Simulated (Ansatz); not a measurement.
# Si₂H₃Cl₂OF: up Jacob's ladder to CCSD(T)

Aim: compute Si₂H₃Cl₂OF with functionals from several rungs and with coupled cluster. The yardstick is the atomisation energy at the CCSD(T) limit.

Method: functionals in def2-TZVPP, the program's frozen cores in correlated methods; program: Ansatz 0.2.0, Gaussian basis.

Levels to be run: PBE-D4, r2SCAN-D4, PBE0-D4, B3LYP-D4, ωB97X-V, ωB97M-V, B2PLYP; CCSD(T)/def2-TZVPP; MP2/def2-QZVPP; extrapolation to the limit.

## Step 1: The relaxed structure

All runs share one geometry, relaxed beforehand with PBE0-D4 in a triple-zeta def2 set.

SMILES `O[SiH](F)[SiH](Cl)Cl`, 9 atoms, charge 0, spin multiplicity 1.

Atoms are counted from 1 here; the program's logs count them from 0.

Bond lengths: O1–Si2 1.629 Å, O1–H7 0.960 Å, Si2–F3 1.599 Å, Si2–Si4 2.350 Å, Si2–H8 1.477 Å, Si4–Cl5 2.050 Å, Si4–Cl6 2.062 Å, Si4–H9 1.479 Å. Angles: Si2–O1–H7 118.2°, O1–Si2–F3 111.5°, O1–Si2–Si4 108.5°, O1–Si2–H8 107.0°, F3–Si2–Si4 106.5°, F3–Si2–H8 107.9°, Si4–Si2–H8 115.5°, Si2–Si4–Cl5 109.2°, Si2–Si4–Cl6 105.1°, Si2–Si4–H9 118.1°, Cl5–Si4–Cl6 109.3°, Cl5–Si4–H9 107.7°, Cl6–Si4–H9 107.3°.

## Step 2: PBE-D4 (GGA)

in.yaml

```yaml
crystal:
  periodic: [false, false, false]
  atoms:
    - {symbol: O, position_ang: [1.839348, -0.673997, -0.452149]}
    - {symbol: Si, position_ang: [0.407935, -1.030778, 0.237934]}
    - {symbol: F, position_ang: [0.558642, -1.259323, 1.813010]}
    - {symbol: Si, position_ang: [-1.031081, 0.807003, -0.036405]}
    - {symbol: Cl, position_ang: [-1.858671, 0.742513, -1.910665]}
    - {symbol: Cl, position_ang: [0.183525, 2.466772, 0.113932]}
    - {symbol: H, position_ang: [2.178855, 0.219081, -0.357169]}
    - {symbol: H, position_ang: [-0.057408, -2.297484, -0.361246]}
    - {symbol: H, position_ang: [-2.132642, 0.979812, 0.935859]}
basis:
  gaussian: {orbitals: def2-TZVPP}
hamiltonian: {xc: pbe, dispersion: d4}
output: {forces: true, orbitals: {seedname: orbitals}}
```

Launch:

```sh
$ ansatz run in.yaml --threads 4 --pin off --events-out ev --progress --plain --max-ram 10444MiB
```

Further steps of the session: r2SCAN-D4 (meta-GGA); PBE0-D4 (hybrid); B3LYP-D4 (hybrid); ωB97X-V (range-separated); ωB97M-V (range-separated); B2PLYP (double hybrid); CCSD(T) in def2-TZVPP; MP2 in def2-QZVPP.

**Question.** What will the summary of the whole plan be? Wanted: atomisation energy, CCSD(T)/CBS; farthest; mean size of error, hybrid; mean size of error, range-separated; gap, smallest and largest; T1 diagnostic; triples share of the correlation energy.

**Answer**, as computed:

```
                               quantity                                 value
        atomisation energy, CCSD(T)/CBS                         3214.8 kJ/mol
 functionals within 16.1 kJ/mol (0.5 %)   PBE-D4, r2SCAN-D4, ωB97X-V, ωB97M-V
                               farthest                 B2PLYP (-76.6 kJ/mol)
             mean size of error, hybrid                           51.3 kJ/mol
    mean size of error, range-separated                            4.6 kJ/mol
              gap, smallest and largest  5.19 eV (PBE-D4), 11.66 eV (ωB97X-V)
                          T1 diagnostic                                0.0113
triples share of the correlation energy                                 3.6 %
```

**Reading.** PBE-D4 is off by +8.8 kJ/mol. Double hybrids carry the basis error of their MP2 part in triple zeta, and no dispersion term here, so their miss is partly the set-up's. Misses under about 16.1 kJ/mol are within the doubt on the reference itself, which lacks core-valence correlation, relativity and higher excitations. Hartree-Fock recovers 73 % of the binding; the rest is correlation. Orbital gaps span 5.2 to 11.7 eV; exact exchange widens them.
